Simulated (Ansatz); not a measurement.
# BN (Qingsongite): properties at the relaxed cell

One table from this session's results is given with a row withheld; the runs are named, their logs left out.

Method: DFT HSE06, scalar-relativistic, plane waves, PAW, in Ansatz 0.2.0.

1 further run of the same task is left out (set aside as unsound or not needed).

**The structure to begin with**

Symmetry: F-43m, No. 216, cubic system. The conventional cell has a = 3.596 Å, b = 3.596 Å, c = 3.596 Å, α = 90.00°, β = 90.00°, γ = 90.00°. Around B (site symmetry -43m) lie 4 N at 1.56 Å. Around N (site symmetry -43m) lie 4 B at 1.56 Å.

Structure file:

```cif
data_structure
_symmetry_space_group_name_H-M 'P 1'
_symmetry_Int_Tables_number 1
_cell_length_a 2.5430
_cell_length_b 2.5430
_cell_length_c 2.5430
_cell_angle_alpha 60.000
_cell_angle_beta 60.000
_cell_angle_gamma 60.000
_cell_volume 11.63
loop_
_atom_site_label
_atom_site_type_symbol
_atom_site_fract_x
_atom_site_fract_y
_atom_site_fract_z
_atom_site_occupancy
B1 B 0.00000 0.00000 0.00000 1
N1 N 0.25000 0.25000 0.25000 1
```

It is the result of an earlier relaxation at this level (volume 5.81 Å³/atom; gap on the mesh: 5.81 eV).

Set-up of the first run:

input.yaml

```yaml
crystal:
  lattice:
    - [0.0, 1.7800200504, 1.7800200504]
    - [1.7800200504, 0.0, 1.7800200504]
    - [1.7800200504, 1.7800200504, 0.0]
  atoms:
    - { symbol: B, position: [0.0, 0.0, 0.0] }
    - { symbol: "N", position: [0.25, 0.25, 0.25] }
basis:
  ecutwfc: 420
kpoints:
  mp_grid: { grid: [6, 6, 6] }
hamiltonian:
  xc: hse06
scf:
  occupations: { method: gaussian, width: 0.02 }
output:
  forces: true
  stress: true
  eigenvalues: true
  write_density: true
  write_potential: true
  elf: true
  volumetric_format: npy
```

Command:

```console
$ ansatz run input.yaml --threads 4 --pin off --max-ram 10240MiB --backend cpu --events-out ev --progress --plain --runs-dir out
```

Among the steps run: Point at V/V0 = 0.97; Point at V/V0 = 1.03; Volume × 0.94; Point at V/V0 = 1.06.

One table of the session follows, with a row left open; its other results are not shown here.

| volume (Å³/atom) | energy above the lowest point (meV/atom) | pressure (GPa) | gap on the mesh (eV) |
| --- | --- | --- | --- |
| 5.466 | 29.2 | 27.93 | 5.89 |
| 5.640 | ? | ? | ? |
| 5.814 | 0.0 | 0.00 | 5.81 |
| 5.989 | 6.4 | -11.31 | 5.77 |
| 6.163 | 24.4 | -21.18 | 5.73 |

**Question.** Estimate the row for volume (Å³/atom) = 5.640.

Worked estimate for «energy above the lowest point (meV/atom)». A straight line through the neighbours (5.466, 29.2) and (5.814, 0.0) gives 29.2 + (0.0 − 29.2) × (5.640 − 5.466) / (5.814 − 5.466) = 14.6; a parabola fitted to 3 rows on both sides gives 7.6.

The run gave: energy above the lowest point (meV/atom): 7.0; pressure (GPa): 12.96; gap on the mesh (eV): 5.85. In «energy above the lowest point (meV/atom)» the line misses by +7.6 and the parabola by +0.6.

Limits of these values: Warnings in the runs' records: stress exchange threshold loose, stress scf threshold loose.
